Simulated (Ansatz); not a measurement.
**C₂H₅GeSi radical: how energies converge with the basis set**

Aim: see how fast density functionals converge with the basis set for C₂H₅GeSi radical.

Computed with Ansatz 0.2.0, Gaussian basis. Level: one geometry, several basis sets.

Plan: PBE0-D4/def2-SVP; ωB97M-V/def2-SVP; PBE0-D4/def2-QZVPP; ωB97M-V/def2-QZVPP; the functionals' def2-TZVPP values are taken from earlier runs.

## 1. The relaxed structure

The geometry comes from an earlier relaxation with PBE0-D4 in a triple-zeta def2 set; it is a stationary point, not always the lowest conformer.

SMILES `[SiH2]C#[C][GeH3]`, 9 atoms, charge 0, spin multiplicity 2.

Atoms are counted from 1 here; the program's logs count them from 0.

Bond lengths: Si1–C2 1.801 Å, Si1–H5 1.484 Å, Si1–H6 1.484 Å, C2–C3 1.218 Å, C3–Ge4 1.901 Å, Ge4–H7 1.533 Å, Ge4–H8 1.533 Å, Ge4–H9 1.533 Å. Angles: C2–Si1–H5 111.7°, C2–Si1–H6 111.7°, H5–Si1–H6 112.4°, Si1–C2–C3 174.8°, C2–C3–Ge4 179.2°, C3–Ge4–H7 108.6°, C3–Ge4–H8 108.5°, C3–Ge4–H9 108.5°, H7–Ge4–H8 110.3°, H7–Ge4–H9 110.3°, H8–Ge4–H9 110.5°.

## 2. PBE0-D4 in def2-SVP

in.yaml

```yaml
crystal:
  periodic: [false, false, false]
  atoms:
    - {symbol: Si, position_ang: [0.082094, 2.336532, -1.455874]}
    - {symbol: C, position_ang: [0.032422, 0.807034, -0.505519]}
    - {symbol: C, position_ang: [0.108456, -0.236482, 0.118533]}
    - {symbol: Ge, position_ang: [0.202093, -1.863527, 1.097113]}
    - {symbol: H, position_ang: [-0.734530, 2.241754, -2.691146]}
    - {symbol: H, position_ang: [-0.281929, 3.510563, -0.624708]}
    - {symbol: H, position_ang: [1.629303, -2.414551, 0.994559]}
    - {symbol: H, position_ang: [-0.796592, -2.855513, 0.490478]}
    - {symbol: H, position_ang: [-0.152817, -1.572109, 2.559464]}
basis:
  gaussian: {orbitals: def2-SVP}
magnetization: {spin_polarized: true, initial_magnetization: 1}
hamiltonian: {xc: pbe0, dispersion: d4}
output: {orbitals: {seedname: orbitals}}
```

On the command line:

```console
> ansatz run in.yaml --threads 4 --pin off --events-out ev --progress --plain --max-ram 10444MiB
```

The runs that follow: ωB97M-V in def2-SVP; PBE0-D4 in def2-QZVPP; ωB97M-V in def2-QZVPP.

**Question.** What will the summary of the whole plan be? Wanted: PBE0-D4: double and triple zeta above quadruple; ωB97M-V: double and triple zeta above quadruple.

As calculated:

| quantity | value |
| --- | --- |
| PBE0-D4: double and triple zeta above quadruple | 13.82, 1.60 eV |
| ωB97M-V: double and triple zeta above quadruple | 13.86, 1.54 eV |

**Reading.** For PBE0-D4 the step from double to triple zeta gains 12.22 eV and the next only 1.60 eV. These are total energies; as a rule much of such shifts cancels in differences, which this series doesn't test.
